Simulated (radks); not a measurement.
**Sc²⁺ inside a hard spherical wall**

What does compression do to the levels of Sc²⁺? A hard sphere of shrinking radius stands in for pressure; the configuration is held at [Ar] 3d1.

Program: radks (a radial shooting solver on a logarithmic mesh, Libxc functionals) version 1. Level of theory: scalar-relativistic Kohn-Sham, PBEsol, spin-polarised, spherical densities, finite nucleus; open shells are filled with parallel spins first. These are calculated values, not measurements, unless marked.

### Step 1. What is computed

```
element            : scandium (Z = 21)
charge             : +2
electrons          : 19
configuration      : [Ar] 3d1
nuclear rms radius : 3.5459 fm
```

The outer shells:

Sc²⁺
```
[Ar] core
3d [↑ ][  ][  ][  ][  ]
```

### Step 2. The free atom

The run's settings:

```text
Z 21
configuration [Ar] 3d1 4s0 4p0 4d0
relativity scalar-relativistic
functional pbe_sol,pbe_sol
spin polarised
nucleus finite rms 3.5459 fm
c 137.035999084
```

### Step 3. Wall at 20 bohr

Input: that of step 2 with these lines changed.

```diff
@@ -6,2 +6,3 @@
 nucleus finite rms 3.5459 fm
+wall 20 bohr
 c 137.035999084
```

### Step 4. Wall at 10 bohr

Input: that of step 3 with these lines changed.

```diff
@@ -6,3 +6,3 @@
 nucleus finite rms 3.5459 fm
-wall 20 bohr
+wall 10 bohr
 c 137.035999084
```

### Step 5. Wall at 8 bohr

Input: that of step 4 with these lines changed.

```diff
@@ -6,3 +6,3 @@
 nucleus finite rms 3.5459 fm
-wall 10 bohr
+wall 8 bohr
 c 137.035999084
```

### Step 6. Wall at 7 bohr

Input: that of step 5 with these lines changed.

```diff
@@ -6,3 +6,3 @@
 nucleus finite rms 3.5459 fm
-wall 8 bohr
+wall 7 bohr
 c 137.035999084
```

### Step 7. Wall at 6 bohr

Input: that of step 6 with these lines changed.

```diff
@@ -6,3 +6,3 @@
 nucleus finite rms 3.5459 fm
-wall 7 bohr
+wall 6 bohr
 c 137.035999084
```

### Step 8. Wall at 4 bohr

Input: that of step 7 with these lines changed.

```diff
@@ -6,3 +6,3 @@
 nucleus finite rms 3.5459 fm
-wall 6 bohr
+wall 4 bohr
 c 137.035999084
```

### Step 9. Wall at 3.5 bohr

Input: that of step 8 with these lines changed.

```diff
@@ -6,3 +6,3 @@
 nucleus finite rms 3.5459 fm
-wall 4 bohr
+wall 3.5 bohr
 c 137.035999084
```

### Step 10. Wall at 1.5 bohr

Input: that of step 9 with these lines changed.

```diff
@@ -6,3 +6,3 @@
 nucleus finite rms 3.5459 fm
-wall 3.5 bohr
+wall 1.5 bohr
 c 137.035999084
```

**Question.** What will these runs give? Wanted: for each run, R; E − E(free); ε(3d); ε(4s, empty); ε(4p, empty); ε(4d, empty); pressure.

**Answer**, as computed:

| R (bohr) | E − E(free) (eV) | ε(3d) (eV) | ε(4s, empty) (eV) | ε(4p, empty) (eV) | ε(4d, empty) (eV) | pressure (GPa) |
| --- | --- | --- | --- | --- | --- | --- |
| free | 0.000 | -18.255 | -15.907 | -11.759 | - | 0 |
| 20 | 0.000 | -18.255 | -15.907 | -11.759 | - | < 0.0001 |
| 10 | 0.000 | -18.255 | -15.907 | -11.753 | -6.322 | < 0.0001 |
| 8 | 0.000 | -18.254 | -15.890 | -11.675 | -5.723 | 0.000964 |
| 7 | 0.002 | -18.246 | -15.822 | -11.471 | -4.874 | 0.00806 |
| 6 | 0.015 | -18.206 | -15.536 | -10.842 | -3.084 | 0.0654 |
| 4 | 0.553 | -17.294 | -10.364 | -3.218 | 9.749 | 5.77 |
| 3.5 | 1.544 | -16.205 | -4.971 | 3.593 | 18.568 | 23.7 |
| 1.5 | 337.57 | 58.911 | 283.60 | 291.23 | 273.94 | 40833 |

In words: Eigenvalues are for spin up. At the tightest wall, 1.5 bohr, the energy stands 337.57 eV above the free atom and the pressure, −dE/dV, is 40833 GPa. Of the levels in the table that exist at both ends, 4p (empty) rises most from the free atom (302.99 eV). From R = 1.5 bohr inwards the highest occupied level lies above zero, pushed up by confinement. Shells are not refilled when levels cross, and a hard wall is a model, not a crystal.
